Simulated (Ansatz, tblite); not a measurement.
**(NMe2)2Sn(OSiH2)2O (C4H16N2O3Si2Sn): rung by rung**

How do method and basis change the picture of (NMe2)2Sn(OSiH2)2O (C4H16N2O3Si2Sn) (singlet)?

Program: Ansatz 0.2.0, Gaussian basis. Level of theory: as each input shows. These are calculated values, not measurements.

Plan: GFN1-xTB, GFN2-xTB, PBE-D4/def2-TZVP, r2SCAN-D4/def2-TZVP, PBE-D4/def2-SVP, PBE0-D4/def2-SVP, MP2/def2-SVP, RPA/def2-SVP.

5 further runs of the same task are left out: 3 that didn't finish, 2 set aside as unsound or not needed. Runs told in other sessions of the task aren't counted.

## (1) The relaxed structure

The singlet was relaxed beforehand with r2SCAN-D4/def2-SVP.

28 atoms, charge 0, spin multiplicity 1.

Bond lengths: Sn1–N2 2.013 Å, Sn1–N5 2.013 Å, Sn1–O8 1.996 Å, Sn1–O12 1.995 Å, N2–C3 1.449 Å, N2–C4 1.449 Å, C3–H13 1.101 Å, C3–H14 1.107 Å, C3–H15 1.111 Å, C4–H16 1.107 Å, C4–H17 1.111 Å, C4–H18 1.102 Å, N5–C6 1.449 Å, N5–C7 1.449 Å, C6–H19 1.102 Å, C6–H20 1.107 Å, C6–H21 1.110 Å, C7–H22 1.107 Å and more. Angles: N2–Sn1–N5 108.2°, N2–Sn1–O8 119.9°, N2–Sn1–O12 103.8°, N5–Sn1–O8 103.9°, N5–Sn1–O12 119.9°, O8–Sn1–O12 102.1°, Sn1–N2–C3 119.5°, Sn1–N2–C4 119.0°, C3–N2–C4 114.8°, N2–C3–H13 110.3°, N2–C3–H14 109.9°, N2–C3–H15 113.2°, H13–C3–H14 107.6°, H13–C3–H15 108.4°, H14–C3–H15 107.3°, N2–C4–H16 110.0°, N2–C4–H17 113.3°, N2–C4–H18 110.5° and more.

Sn takes a core potential in the def2 sets. No spin-orbit coupling is included.

PBE0-D4/def2-TZVP was run before; its log isn't repeated, and its numbers join the tables.

## (2) GFN1-xTB

Tight binding, by tblite at 300 K electronic temperature and without a spin-polarisation term:

```python
tblite.interface.Calculator('GFN1-xTB', numbers, positions, charge=0, uhf=0).singlepoint()
```

Energy -1199.3858 eV, HOMO -10.79 eV, LUMO -8.24 eV; 0.04 s.

## (3) GFN2-xTB

Tight binding, by tblite at 300 K electronic temperature and without a spin-polarisation term:

```python
tblite.interface.Calculator('GFN2-xTB', numbers, positions, charge=0, uhf=0).singlepoint()
```

Energy -1102.5054 eV, HOMO -9.95 eV, LUMO -7.81 eV; 0.026 s.

## (4) PBE-D4/def2-TZVP

start.molden holds the orbitals of an earlier run on this state, given as this run's starting guess.

in.yaml

```yaml
crystal:
  periodic: [false, false, false]
  atoms:
    - {symbol: Sn, position_ang: [-0.023598, 0.014797, -0.025152]}
    - {symbol: N, position_ang: [0.102847, -0.957350, 1.732978]}
    - {symbol: C, position_ang: [-1.060255, -1.028932, 2.594303]}
    - {symbol: C, position_ang: [1.018406, -2.074142, 1.854554]}
    - {symbol: N, position_ang: [1.842323, 0.470365, -0.627335]}
    - {symbol: C, position_ang: [2.732999, 1.139774, 0.299777]}
    - {symbol: C, position_ang: [2.087527, 0.764197, -2.025254]}
    - {symbol: O, position_ang: [-0.828400, -0.894929, -1.608510]}
    - {symbol: Si, position_ang: [-2.264228, -0.584498, -2.373180]}
    - {symbol: O, position_ang: [-3.070160, 0.641595, -1.588035]}
    - {symbol: Si, position_ang: [-2.749490, 1.821671, -0.459034]}
    - {symbol: O, position_ang: [-1.336531, 1.473765, 0.331541]}
    - {symbol: H, position_ang: [-1.702405, -0.147897, 2.442330]}
    - {symbol: H, position_ang: [-0.743658, -1.032435, 3.655200]}
    - {symbol: H, position_ang: [-1.671992, -1.941274, 2.429642]}
    - {symbol: H, position_ang: [1.419927, -2.123955, 2.885476]}
    - {symbol: H, position_ang: [0.546202, -3.055486, 1.637063]}
    - {symbol: H, position_ang: [1.873645, -1.948847, 1.171052]}
    - {symbol: H, position_ang: [2.487541, 0.864130, 1.338192]}
    - {symbol: H, position_ang: [3.778905, 0.829361, 0.110597]}
    - {symbol: H, position_ang: [2.698128, 2.246923, 0.221052]}
    - {symbol: H, position_ang: [3.103258, 0.427054, -2.308064]}
    - {symbol: H, position_ang: [1.368355, 0.224472, -2.659993]}
    - {symbol: H, position_ang: [2.021129, 1.846953, -2.263280]}
    - {symbol: H, position_ang: [-1.993063, -0.163248, -3.777900]}
    - {symbol: H, position_ang: [-3.130316, -1.794813, -2.352145]}
    - {symbol: H, position_ang: [-2.633061, 3.135848, -1.152701]}
    - {symbol: H, position_ang: [-3.874036, 1.846908, 0.516836]}
basis:
  gaussian: {orbitals: def2-TZVP, initial_orbitals: start.molden}
hamiltonian: {xc: pbe, dispersion: d4}
scf: {omitted_lower_state_checks: [starts]}
output: {orbitals: {seedname: orbitals}}
```

The run is started by

```bash
$ ansatz run in.yaml --threads 4 --pin off --events-out ev --progress --plain --max-ram 6963MiB
```

Standard output:

```text
Functional definition: PBE
  name "PBE"
  cite "Perdew, Burke & Ernzerhof, Phys. Rev. Lett. 77, 3865 (1996) doi:10.1103/PhysRevLett.77.3865"
  parent pbe
  parameter kappa = 0.804
  parameter beta = 0.06672455060314922
  exchange = pbe_x(kappa = kappa, mu = beta*pi^2/3)
  correlation = pbe_c(beta = beta)
these checks for a lower state are left out or cut short: starts
3079 factors; their error is unknown
mean field evaluation 1: about -35103.7265 eV, gradient 1.6e1 eV
mean field evaluation 2: about -35104.0544 eV, gradient 3.6e-1 eV
mean field evaluation 4: about -35103.9859 eV, gradient 2.1e-3 eV
mean field -35103.98589293 eV, -1290.0476872287 hartree, gradient 1.3e-5 eV, S^2 0.000000; 0 other end points of the search recorded, 0 dependent functions left out
reference -35103.98597050 eV, -1290.0476900796 hartree; 64, 64 occupied and 435, 435 virtual orbitals, 3079 factors
Total energy: -35104.90317236 eV, -1290.0813966264 hartree
Checks for a lower state left out: starts
```

Wall time 18 s (4 threads of Arm Neoverse V1, shared host); peak memory 1.5 GiB.

HOMO -5.23 eV, LUMO -2.28 eV.

## (5) r2SCAN-D4/def2-TZVP

in.yaml, as its differences from that of step 4:

```diff
@@ -33,3 +33,3 @@
   gaussian: {orbitals: def2-TZVP, initial_orbitals: start.molden}
-hamiltonian: {xc: pbe, dispersion: d4}
+hamiltonian: {xc: r2scan, dispersion: d4}
 scf: {omitted_lower_state_checks: [starts]}
```

The command is unchanged.

Standard output:

```text
Functional definition: r2SCAN
  name "r2SCAN"
  cite "Furness, Kaplan, Ning, Perdew & Sun, J. Phys. Chem. Lett. 11, 8208 (2020) doi:10.1021/acs.jpclett.0c02405"
  cite "Furness, Kaplan, Ning, Perdew & Sun, J. Phys. Chem. Lett. 11, 9248 (2020) doi:10.1021/acs.jpclett.0c03077"
  parent r2scan
  parameter k0 = 0.174
  parameter k1 = 0.065
  parameter a1 = 4.9479
  exchange = r2scan_x(k0 = k0, k1 = k1, a1 = a1)
  correlation = r2scan_c
these checks for a lower state are left out or cut short: starts
3079 factors; their error is unknown
mean field evaluation 1: about -35122.2828 eV, gradient 9.7e0 eV
mean field evaluation 2: about -35122.3852 eV, gradient 1.3e-1 eV
mean field evaluation 4: about -35122.3254 eV, gradient 7.0e-4 eV
mean field -35122.32541908 eV, -1290.7216523841 hartree, gradient 1.5e-5 eV, S^2 0.000000; 0 other end points of the search recorded, 0 dependent functions left out
reference -35122.32544146 eV, -1290.7216532064 hartree; 64, 64 occupied and 435, 435 virtual orbitals, 3079 factors
Total energy: -35122.58696044 eV, -1290.7312638518 hartree
Checks for a lower state left out: starts
```

Wall time 34 s (4 threads of Arm Neoverse V1, shared host); peak memory 1.6 GiB.

HOMO -5.46 eV, LUMO -2.05 eV.

## (6) PBE-D4/def2-SVP

in.yaml, as its differences from that of step 5:

```diff
@@ -32,4 +32,4 @@
 basis:
-  gaussian: {orbitals: def2-TZVP, initial_orbitals: start.molden}
-hamiltonian: {xc: r2scan, dispersion: d4}
+  gaussian: {orbitals: def2-SVP, initial_orbitals: start.molden}
+hamiltonian: {xc: pbe, dispersion: d4}
 scf: {omitted_lower_state_checks: [starts]}
```

Same command.

Standard output:

```text
Functional definition: PBE
  name "PBE"
  cite "Perdew, Burke & Ernzerhof, Phys. Rev. Lett. 77, 3865 (1996) doi:10.1103/PhysRevLett.77.3865"
  parent pbe
  parameter kappa = 0.804
  parameter beta = 0.06672455060314922
  exchange = pbe_x(kappa = kappa, mu = beta*pi^2/3)
  correlation = pbe_c(beta = beta)
these checks for a lower state are left out or cut short: starts
3016 factors; their error is unknown
mean field evaluation 1: about -35081.1348 eV, gradient 3.2e1 eV
mean field evaluation 2: about -35081.9293 eV, gradient 9.3e-1 eV
mean field evaluation 4: about -35081.7753 eV, gradient 3.9e-1 eV
mean field evaluation 8: about -35081.7756 eV, gradient 1.9e-5 eV
mean field -35081.77563933 eV, -1289.2314754640 hartree, gradient 1.9e-5 eV, S^2 0.000000; 0 other end points of the search recorded, 0 dependent functions left out
reference -35081.77569803 eV, -1289.2314776211 hartree; 64, 64 occupied and 204, 204 virtual orbitals, 3016 factors
Total energy: -35082.69289990 eV, -1289.2651841678 hartree
Checks for a lower state left out: starts
```

Run time: 8 s. Hardware: 4 threads of Arm Neoverse V1, shared host.

Report: HOMO -5.10 eV, LUMO -2.09 eV.

## (7) PBE0-D4/def2-SVP

in.yaml, as its differences from that of step 6:

```diff
@@ -33,3 +33,3 @@
   gaussian: {orbitals: def2-SVP, initial_orbitals: start.molden}
-hamiltonian: {xc: pbe, dispersion: d4}
+hamiltonian: {xc: pbe0, dispersion: d4}
 scf: {omitted_lower_state_checks: [starts]}
```

Launched as before.

Standard output:

```text
Functional definition: PBE0
  name "PBE0"
  cite "Adamo & Barone, J. Chem. Phys. 110, 6158 (1999) doi:10.1063/1.478522"
  cite "Perdew, Burke & Ernzerhof, Phys. Rev. Lett. 77, 3865 (1996) doi:10.1103/PhysRevLett.77.3865"
  parent pbe
  parameter a = 0.25
  parameter kappa = 0.804
  parameter beta = 0.06672455060314922
  exchange = (1 - a)*pbe_x(kappa = kappa, mu = beta*pi^2/3) + a*exact_x
  correlation = pbe_c(beta = beta)
these checks for a lower state are left out or cut short: starts
3079 factors; their error is unknown
mean field evaluation 1: about -35084.0967 eV, gradient 3.1e1 eV
mean field evaluation 2: about -35084.6082 eV, gradient 6.3e-1 eV
mean field evaluation 4: about -35084.7523 eV, gradient 3.9e-1 eV
mean field evaluation 8: about -35084.7526 eV, gradient 1.5e-5 eV
mean field -35084.75262246 eV, -1289.3408775760 hartree, gradient 1.5e-5 eV, S^2 0.000000; 0 other end points of the search recorded, 0 dependent functions left out
reference -35084.75266784 eV, -1289.3408792435 hartree; 64, 64 occupied and 204, 204 virtual orbitals, 3079 factors
Total energy: -35085.55189735 eV, -1289.3702503863 hartree
Checks for a lower state left out: starts
```

Run time: 19 s. Hardware: 4 threads of Arm Neoverse V1, shared host; peak memory 1.9 GiB.

HOMO -6.45 eV, LUMO -1.10 eV.

## (8) MP2/def2-SVP

in.yaml, as its differences from that of step 7:

```diff
@@ -33,3 +33,3 @@
   gaussian: {orbitals: def2-SVP, initial_orbitals: start.molden}
-hamiltonian: {xc: pbe0, dispersion: d4}
+correlation: {method: mp2}
 scf: {omitted_lower_state_checks: [starts]}
```

Same command.

Standard output:

```text
Functional definition: HF
  name "HF"
  cite "Fock, Z. Phys. 61, 126 (1930) doi:10.1007/BF01340294"
  parent pbe
  exchange = exact_x
  correlation = 0
these checks for a lower state are left out or cut short: starts
2752 factors; integrals over basis functions are off by at most 1.5e-3 eV
mean field evaluation 1: about -34967.7170 eV, gradient 4.5e1 eV
mean field evaluation 2: about -34970.0508 eV, gradient 2.2e0 eV
mean field evaluation 4: about -34970.1102 eV, gradient 1.1e-1 eV
mean field evaluation 8: about -34970.1103 eV, gradient 1.4e-6 eV
mean field -34970.11026432 eV, -1285.1278486216 hartree, gradient 1.4e-6 eV, S^2 0.000000; 0 other end points of the search recorded, 0 dependent functions left out
23 core orbitals not correlated: weight in the atoms' cores, before any rotation towards them, 1.000 or more for the frozen orbitals, at most 0.000 for the correlated occupied ones
reference -34970.11026432 eV, -1285.1278486216 hartree; 41, 41 occupied and 204, 204 virtual orbitals, 2752 factors
second order -47.96128211 eV of doubles, -0.00000000 eV of singles
Total energy: -35018.07154642 eV, -1286.8903932296 hartree
Checks for a lower state left out: starts
```

It took 17 s on 4 threads of Arm Neoverse V1, shared host; peak memory 1.1 GiB.

From the report: Hartree-Fock HOMO -9.79 eV, LUMO 2.89 eV.

## (9) RPA/def2-SVP

in.yaml, as its differences from that of step 8:

```diff
@@ -33,4 +33,4 @@
   gaussian: {orbitals: def2-SVP, initial_orbitals: start.molden}
-correlation: {method: mp2}
+hamiltonian: {xc: pbe}
+correlation: {method: rpa}
 scf: {omitted_lower_state_checks: [starts]}
-output: {orbitals: {seedname: orbitals}}
```

Same command.

Standard output (excerpt; [...] marks lines left out):

```text
Functional definition: PBE
  name "PBE"
  cite "Perdew, Burke & Ernzerhof, Phys. Rev. Lett. 77, 3865 (1996) doi:10.1103/PhysRevLett.77.3865"
  parent pbe
[...]
2752 factors; integrals over basis functions are off by at most 1.5e-3 eV
[...]
mean field -35081.77560689 eV, -1289.2314742717 hartree, gradient 3.1e-6 eV, S^2 0.000000; 0 other end points of the search recorded, 0 dependent functions left out
23 core orbitals not correlated: weight in the atoms' cores, before any rotation towards them, 1.000 or more for the frozen orbitals, at most 0.000 for the correlated occupied ones
reference -34966.36422650 eV, -1284.9901842710 hartree; 41, 41 occupied and 204, 204 virtual orbitals, 2752 factors
Total energy: -35043.73860938 eV, -1287.8336403956 hartree
Checks for a lower state left out: starts
```

Run time: 26 s. Hardware: 4 threads of Arm Neoverse V1, shared host; peak memory 1.2 GiB.

## (10) Comparison

| level | functions | HOMO (eV) | LUMO (eV) | gap (eV) | time |
| --- | --- | --- | --- | --- | --- |
| PBE-D4/def2-SVP | 268 | -5.10 | -2.09 | 3.01 | 8 s |
| PBE-D4/def2-TZVP | 499 | -5.23 | -2.28 | 2.95 | 18 s |
| r2SCAN-D4/def2-TZVP | 499 | -5.46 | -2.05 | 3.41 | 34 s |
| PBE0-D4/def2-SVP | 268 | -6.45 | -1.10 | 5.34 | 19 s |
| PBE0-D4/def2-TZVP | 499 | -6.52 | -1.27 | 5.26 | 77 s |

Energy pieces by basis (eV):

```
   basis           HF  MP2 correlation              total
def2-SVP  -34970.1103         -47.9613  -35018.0715 (MP2)
```

## (11) Binding energy

Free atoms were run apart at each level; binding is atoms less cluster, divided by the number of atoms, without zero-point or spin-orbit terms.

| level | binding an atom (eV) |
| --- | --- |
| HF/def2-SVP | 2.802 |
| PBE-D4/def2-SVP | 3.997 |
| PBE-D4/def2-TZVP | 3.999 |
| r2SCAN-D4/def2-TZVP | 3.936 |
| PBE0-D4/def2-SVP | 3.919 |
| PBE0-D4/def2-TZVP | 3.924 |
| MP2/def2-SVP | 3.750 |

## (12) Summary of results

| quantity | value |
| --- | --- |
| gap in def2-TZVP, named functionals, smallest and largest | 2.95 eV (PBE-D4), 5.26 eV (PBE0-D4) |
| correlation energy, MP2/def2-SVP | -47.96 eV |
| binding an atom, functionals in def2-TZVP | 3.92 (PBE0-D4) to 4.00 eV (PBE-D4) |
| PBE0 total energy, smallest basis above largest | 21.96 eV (def2-SVP, def2-TZVP) |

Over the named functionals in def2-TZVP the gap runs from 2.95 eV (PBE-D4) to 5.26 eV (PBE0-D4); exact exchange widens it.

The slowest run with a step of its own, r2SCAN-D4/def2-TZVP, took 34 s; the quickest functional in def2-TZVP took 18 s (shared host).
